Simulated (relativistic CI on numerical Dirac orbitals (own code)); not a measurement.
# Cu³⁺ (3d8) in crystal fields: levels and magnetism

How does a crystal field split the 3d8 shell of Cu³⁺, and what follows for the ground state and χT? 6 fields tried.

Program: relativistic CI on numerical Dirac orbitals (own code) version 1. Level of theory: Dirac-Coulomb-Breit CI, KLI orbitals optimised for each configuration, model QED (radiative potential, 1s self-energy scaled to tabulated hydrogen-like ionisation energies), valence Slater integrals scaled by 0.75, one configuration in a parametric crystal field. These are calculated values, not measurements, unless marked.

### Step 1. The atom as given

```
ion            : Cu³⁺ (Cu IV)
nuclear charge : 29
electrons      : 26
open shell     : 3d8
Slater scale   : 0.75
field 1 (cm⁻¹) : D4h, 10Dq = 16450, Ds = 1390, Dt = -500
field 2 (cm⁻¹) : Oh, 10Dq = 21300
field 3 (cm⁻¹) : Oh, 10Dq = 14250
field 4 (cm⁻¹) : Oh, 10Dq = 17750
field 5 (cm⁻¹) : Td, 10Dq = -12100
field 6 (cm⁻¹) : Oh, 10Dq = 17800
```

The outer shells:

[Ar] 3d8
```
[Ar] core
3d [↑↓][↑↓][↑↓][↑ ][↑ ]
```

### Step 2. Field 1: D4h, 10Dq = 16450, Ds = 1390, Dt = -500

Settings, as recorded:

```ini
atom Cu  Z=29  charge=3  electrons=26
nucleus A=63  rms_radius_fm=3.8823
hamiltonian dirac-coulomb  breit=on  qed=on  c_scale=1
orbitals kli  potential=per-configuration
slater_scale 0.75
correlation none
mixing on
configurations
  [Ar] 3d8
end
crystal_field D4h 10Dq=16450 Ds=1390 Dt=-500
```

### Step 3. Field 2: Oh, 10Dq = 21300

Settings: those of step 2 with these lines changed.

```diff
@@ -10,2 +10,2 @@
 end
-crystal_field D4h 10Dq=16450 Ds=1390 Dt=-500
+crystal_field Oh 10Dq=21300
```

### Step 4. Field 3: Oh, 10Dq = 14250

Settings: those of step 3 with these lines changed.

```diff
@@ -10,2 +10,2 @@
 end
-crystal_field Oh 10Dq=21300
+crystal_field Oh 10Dq=14250
```

### Step 5. Field 4: Oh, 10Dq = 17750

Settings: those of step 4 with these lines changed.

```diff
@@ -10,2 +10,2 @@
 end
-crystal_field Oh 10Dq=14250
+crystal_field Oh 10Dq=17750
```

### Step 6. Field 5: Td, 10Dq = -12100

Settings: those of step 5 with these lines changed.

```diff
@@ -10,2 +10,2 @@
 end
-crystal_field Oh 10Dq=17750
+crystal_field Td 10Dq=-12100
```

### Step 7. Field 6: Oh, 10Dq = 17800

Settings: those of step 6 with these lines changed.

```diff
@@ -10,2 +10,2 @@
 end
-crystal_field Td 10Dq=-12100
+crystal_field Oh 10Dq=17800
```

(Steps that only read results are left out.)

Q: Predict the outcome of this session. Wanted: ground spin.

The runs gave:

| field | ground state | degeneracy | S | J | first gap (cm⁻¹) | stabilisation (cm⁻¹) | χT at 2 K | χT at 300 K |
| --- | --- | --- | --- | --- | --- | --- | --- | --- |
| 1: D4h | E | 2 | 1.00 | 3.37 | 7 | -21983 | 0.833 | 1.220 |
| 2: Oh | T2 | 3 | 1.00 | 3.36 | 16671 | -24291 | 1.169 | 1.198 |
| 3: Oh | T2 | 3 | 1.00 | 3.40 | 13675 | -15870 | 1.250 | 1.294 |
| 4: Oh | T2 | 3 | 1.00 | 3.38 | 16137 | -20047 | 1.202 | 1.237 |
| 5: Td | A1 | 1 | 1.00 | 3.93 | 578 | -8117 | 0.015 | 1.915 |
| 6: Oh | T2 | 3 | 1.00 | 3.38 | 16154 | -20107 | 1.201 | 1.236 |

χT is in cm³ K/mol; stabilisation counts from the free ion's lowest level; S and J come from the expectation values of their squares.

| quantity | value |
| --- | --- |
| ground spin (effective S from ⟨S²⟩) | 1: 1.00, 2: 1.00, 3: 1.00, 4: 1.00, 5: 1.00, 6: 1.00 |
| χT at 300 K | 1.20 to 1.92 cm³ K/mol |

What this shows: All fields leave the ground state at S = 1. Field 5 leaves a non-degenerate ground state well apart, so χT falls towards zero on cooling. The field is a set of parameters, without covalency or charge transfer.
